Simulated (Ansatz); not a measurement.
The system is MnHg.

```
Hg Mn
1.0
     3.31500    0.00000    0.00000
     0.00000    3.31500    0.00000
     0.00000    0.00000    3.31500
Hg Mn
1 1
Cartesian
  0.0000 0.0000 0.0000
  1.6575 1.6575 1.6575
```

Base run:

* Program: Ansatz 0.2.0
* Functional: PBE
* Potentials or basis: Ansatz PAW
* Cutoff: 420 eV (not typed: the program's choice for these potentials)
* k mesh: 8 × 8 × 8
* Occupations: fermi-dirac, width 0.05 eV
* Spin: collinear spin, random start
* Starting moments: [0.0, 0.28] μB

Its results: band gap on the k mesh none (metal or under the smearing width); pressure 0.6 GPa.

The run is repeated on the same cell with these changes: spin from collinear spin, random start to no spin polarisation. What comes out?

Band gap on the k mesh none (metal or under the smearing width); pressure -15.0 GPa.
